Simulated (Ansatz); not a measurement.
# C₂H₉FSi₂: one species, many methods

One table from this session's results is given with a row withheld; the runs are named, their logs left out.

Computed with Ansatz 0.2.0, Gaussian basis. Level: functionals in def2-TZVPP, the program's frozen cores in correlated methods.

Levels to be run: LDA (SPW92), PBE-D4, revPBE-D4, BLYP-D4, r2SCAN-D4, B97M-V, PBE0-D4, B3LYP-D4, r2SCANh-D4, r2SCAN0-D4, HSE06-D4, BHLYP-D4, CAM-B3LYP-D4, LC-ωPBE, ωB97X-V, ωB97M-V, B2PLYP, PBE-QIDH; CCSD(T)/def2-SVP; CCSD(T)/def2-TZVPP; MP2/def2-QZVPP; extrapolation to the limit; RPA on PBE.

## The relaxed structure

The geometry comes from an earlier relaxation with PBE0-D4 in a triple-zeta def2 set; it is a stationary point, not always the lowest conformer.

SMILES `F[SiH2]CC[SiH3]`, 14 atoms, charge 0, spin multiplicity 1.

Atoms are counted from 1 here; the program's logs count them from 0.

Bond lengths: F1–Si2 1.605 Å, Si2–C3 1.863 Å, Si2–H6 1.485 Å, Si2–H7 1.484 Å, C3–C4 1.534 Å, C3–H8 1.098 Å, C3–H9 1.097 Å, C4–Si5 1.881 Å, C4–H10 1.095 Å, C4–H11 1.096 Å, Si5–H12 1.489 Å, Si5–H13 1.487 Å, Si5–H14 1.487 Å. Angles: F1–Si2–C3 108.8°, F1–Si2–H6 107.7°, F1–Si2–H7 107.2°, C3–Si2–H6 110.5°, C3–Si2–H7 112.6°, H6–Si2–H7 109.8°, Si2–C3–C4 116.0°, Si2–C3–H8 107.0°, Si2–C3–H9 106.8°, C4–C3–H8 110.8°, C4–C3–H9 110.1°, H8–C3–H9 105.5°, C3–C4–Si5 115.9°, C3–C4–H10 110.3°, C3–C4–H11 109.8°, Si5–C4–H10 107.9°, Si5–C4–H11 106.6°, H10–C4–H11 105.7° and more.

Set-up of the first run:

Contents of in.yaml:

```yaml
crystal:
  periodic: [false, false, false]
  atoms:
    - {symbol: F, position_ang: [1.093337, 0.958563, 2.243994]}
    - {symbol: Si, position_ang: [-0.284122, 1.217440, 1.461328]}
    - {symbol: C, position_ang: [-0.836556, -0.377354, 0.671889]}
    - {symbol: C, position_ang: [0.203371, -1.091632, -0.201399]}
    - {symbol: Si, position_ang: [0.675841, -0.216834, -1.798362]}
    - {symbol: H, position_ang: [-1.287481, 1.680506, 2.453273]}
    - {symbol: H, position_ang: [-0.028271, 2.288583, 0.466471]}
    - {symbol: H, position_ang: [-1.742266, -0.151775, 0.093887]}
    - {symbol: H, position_ang: [-1.163666, -1.036705, 1.485001]}
    - {symbol: H, position_ang: [1.120885, -1.271329, 0.369135]}
    - {symbol: H, position_ang: [-0.168134, -2.082591, -0.485925]}
    - {symbol: H, position_ang: [-0.551161, 0.131285, -2.567262]}
    - {symbol: H, position_ang: [1.524127, -1.114199, -2.627114]}
    - {symbol: H, position_ang: [1.431000, 1.036843, -1.536215]}
basis:
  gaussian: {orbitals: def2-TZVPP}
hamiltonian: {xc: lda}
output: {orbitals: {seedname: orbitals}}
```

The run is started by

```console
> ansatz run in.yaml --threads 4 --pin off --events-out ev --progress --plain --max-ram 10444MiB
```

Among the steps run: LDA; PBE-D4 (GGA); revPBE-D4 (GGA); BLYP-D4 (GGA); r2SCAN-D4 (meta-GGA); B97M-V (meta-GGA); PBE0-D4 (hybrid); B3LYP-D4 (hybrid); r2SCANh-D4 (hybrid); r2SCAN0-D4 (hybrid); HSE06-D4 (hybrid); BHLYP-D4 (hybrid); CAM-B3LYP-D4 (range-separated); LC-ωPBE (range-separated); ωB97X-V (range-separated); ωB97M-V (range-separated); B2PLYP (double hybrid); PBE-QIDH (double hybrid).

One of the session's tables, all rows but one given; the rest of the session is left out.

It belongs to the step «Orbital energies across the functionals». 

| functional | HOMO (eV) | gap (eV) |
| --- | --- | --- |
| LDA (SPW92) | -7.26 | 6.32 |
| PBE-D4 | -7.19 | 6.52 |
| revPBE-D4 | -7.16 | 6.61 |
| BLYP-D4 | -7.10 | 6.54 |
| r2SCAN-D4 | -7.47 | 7.25 |
| B97M-V | -7.63 | 7.10 |
| PBE0-D4 | -8.48 | 8.67 |
| B3LYP-D4 | -8.29 | 8.24 |
| r2SCANh-D4 | -7.95 | 8.00 |
| r2SCAN0-D4 | -8.67 | 9.13 |
| HSE06-D4 | -8.08 | 7.90 |
| BHLYP-D4 | ? | ? |
| CAM-B3LYP-D4 | -9.86 | 10.98 |
| LC-ωPBE | -11.19 | 13.53 |
| ωB97X-V | -10.86 | 13.01 |
| ωB97M-V | -10.71 | 12.51 |

**Question.** Estimate the row for BHLYP-D4.

Worked estimate for «HOMO (eV)». Against the share of exact exchange, BLYP-D4 (0, -7.10), B3LYP-D4 (0.2, -8.29) give a slope of -5.95 per unit share; at 0.5 the line stands at -10.07.

**Answer.** HOMO (eV): -9.72; gap (eV): 10.71. In «HOMO (eV)» the line misses by -0.35.
